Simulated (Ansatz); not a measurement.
# C6H3ClTi: one species, many methods

The task here is to estimate one member of a computed series from the others.

Computed with Ansatz 0.2.0, Gaussian basis. Level: functionals in def2-TZVPP, the program's frozen cores in correlated methods.

The runs, in order: LDA (SPW92), PBE-D4, revPBE-D4, BLYP-D4, r2SCAN-D4, B97M-V, PBE0-D4, B3LYP-D4, r2SCANh-D4, r2SCAN0-D4, HSE06-D4, BHLYP-D4, CAM-B3LYP-D4, LC-ωPBE, ωB97X-V, ωB97M-V, B2PLYP, PBE-QIDH; CCSD(T)/def2-SVP; MP2/def2-TZVPP; MP2/def2-QZVPP; RPA on PBE.

**The geometry**

All runs share one geometry, relaxed beforehand with PBE0-D4 in a triple-zeta def2 set.

SMILES `C#[C][Ti]([Cl])([C]#C)[C]#C`, 11 atoms, charge 0, spin multiplicity 1.

Atoms are counted from 1 here; the program's logs count them from 0.

Bond lengths: C1–C2 1.216 Å, C1–H9 1.067 Å, C2–Ti3 2.003 Å, Ti3–Cl4 2.170 Å, Ti3–C5 2.003 Å, Ti3–C7 2.003 Å, C5–C6 1.216 Å, C6–H10 1.067 Å, C7–C8 1.216 Å, C8–H11 1.067 Å. Angles: C2–C1–H9 179.8°, C1–C2–Ti3 179.3°, C2–Ti3–Cl4 110.7°, C2–Ti3–C5 108.2°, C2–Ti3–C7 108.3°, Cl4–Ti3–C5 110.6°, Cl4–Ti3–C7 110.6°, C5–Ti3–C7 108.3°, Ti3–C5–C6 179.5°, C5–C6–H10 179.8°, Ti3–C7–C8 179.5°, C7–C8–H11 179.8°.

Set-up of the first run:

in.yaml

```yaml
crystal:
  periodic: [false, false, false]
  atoms:
    - {symbol: C, position_ang: [-0.834860, 0.250309, 2.906492]}
    - {symbol: C, position_ang: [-0.774617, 0.182027, 1.693864]}
    - {symbol: Ti, position_ang: [-0.650026, 0.066943, -0.301775]}
    - {symbol: Cl, position_ang: [-2.610621, 0.284435, -1.205166]}
    - {symbol: C, position_ang: [0.583603, 1.511063, -0.937387]}
    - {symbol: C, position_ang: [1.339303, 2.386208, -1.313954]}
    - {symbol: C, position_ang: [0.154420, -1.703956, -0.779521]}
    - {symbol: C, position_ang: [0.650291, -2.777707, -1.062257]}
    - {symbol: H, position_ang: [-0.884853, 0.310334, 3.970929]}
    - {symbol: H, position_ang: [2.005172, 3.152959, -1.642345]}
    - {symbol: H, position_ang: [1.087587, -3.719714, -1.308278]}
basis:
  gaussian: {orbitals: def2-TZVPP}
hamiltonian: {xc: lda}
output: {orbitals: {seedname: orbitals}}
```

Run with:

```
$ ansatz run in.yaml --threads 4 --pin off --events-out ev --progress --plain --max-ram 11315MiB
```

Among the steps run: LDA; PBE-D4 (GGA); revPBE-D4 (GGA); BLYP-D4 (GGA); r2SCAN-D4 (meta-GGA); B97M-V (meta-GGA); B3LYP-D4 (hybrid); r2SCANh-D4 (hybrid); r2SCAN0-D4 (hybrid); HSE06-D4 (hybrid); BHLYP-D4 (hybrid); CAM-B3LYP-D4 (range-separated); LC-ωPBE (range-separated); ωB97X-V (range-separated); ωB97M-V (range-separated); B2PLYP (double hybrid); PBE-QIDH (double hybrid).

One table of the session follows, with a row left open; its other results are not shown here.

It belongs to the step «Orbital energies across the functionals». 

| functional | HOMO (eV) | LUMO (eV) | gap (eV) |
| --- | --- | --- | --- |
| LDA (SPW92) | -7.35 | -4.46 | 2.89 |
| PBE-D4 | -7.15 | -4.22 | 2.92 |
| revPBE-D4 | -7.07 | -4.14 | 2.93 |
| BLYP-D4 | -6.96 | -4.07 | 2.88 |
| r2SCAN-D4 | -7.37 | -4.17 | 3.20 |
| B97M-V | -7.33 | -4.11 | 3.21 |
| PBE0-D4 | -8.28 | -3.42 | 4.87 |
| B3LYP-D4 | -8.03 | -3.61 | 4.42 |
| r2SCANh-D4 | -7.80 | -3.86 | 3.94 |
| r2SCAN0-D4 | -8.44 | -3.37 | 5.08 |
| HSE06-D4 | -7.89 | -3.78 | 4.10 |
| BHLYP-D4 | ? | ? | ? |
| CAM-B3LYP-D4 | -9.58 | -2.40 | 7.18 |
| LC-ωPBE | -11.02 | -1.42 | 9.61 |
| ωB97X-V | -10.58 | -1.39 | 9.20 |
| ωB97M-V | -10.46 | -1.38 | 9.08 |

Estimate the missing values for BHLYP-D4.

Worked estimate for «HOMO (eV)». Against the share of exact exchange, BLYP-D4 (0, -6.96), B3LYP-D4 (0.2, -8.03) give a slope of -5.35 per unit share; at 0.5 the line stands at -9.63.

As computed: HOMO (eV): -9.25; LUMO (eV): -2.37; gap (eV): 6.88. In «HOMO (eV)» the line misses by -0.38.
